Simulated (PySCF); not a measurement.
# CH4BrClSi: the cost of one run

Computed with PySCF 2.14.0, with density-fitted response routines of our own, on a single molecule in the gas phase. Atoms are numbered from 0 throughout.

## Step 1: The molecule as given

8 atoms, charge 0, multiplicity 1; geometry from: GFN2-xTB. The atoms were then displaced at random by about 0.01 Å, so the start is not that level's minimum.

Bonds of the start (Å): Si0–C1 1.90, C1–Cl2 1.77, C1–Br3 1.97, Si0–H4 1.45, Si0–H5 1.44, Si0–H6 1.48, C1–H7 1.10.

## Step 2: Geometry optimisation at PBE0-D3(BJ)/def2-SVP

What the job is given:

```
{"job": {"xc": "PBE0", "basis": "def2-SVP", "d3": "d3bj", "grid": 1, "shake": 0.01, "kind": "geom"}, "charge": 0, "multiplicity": 1}
Si    -0.982270    -0.251270     0.004650
C      0.876550     0.119460    -0.173940
Cl     1.772310    -1.016480     0.840540
Br     1.265830     1.972970     0.367630
H     -1.324790    -0.036620     1.398230
H     -1.191830    -1.599060    -0.445030
H     -1.660170     0.745440    -0.860410
H      1.299500     0.046430    -1.184130
```

Launch:

```console
> OMP_NUM_THREADS=1 python probes_run.py task.json out
```

One launch serves the whole session: the jobs run in the order shown.

Q: Estimate the wall time and peak memory of this first job on 1 thread of Arm Neoverse V1, shared host.

About 18 s, with a peak of 0.42 GiB.
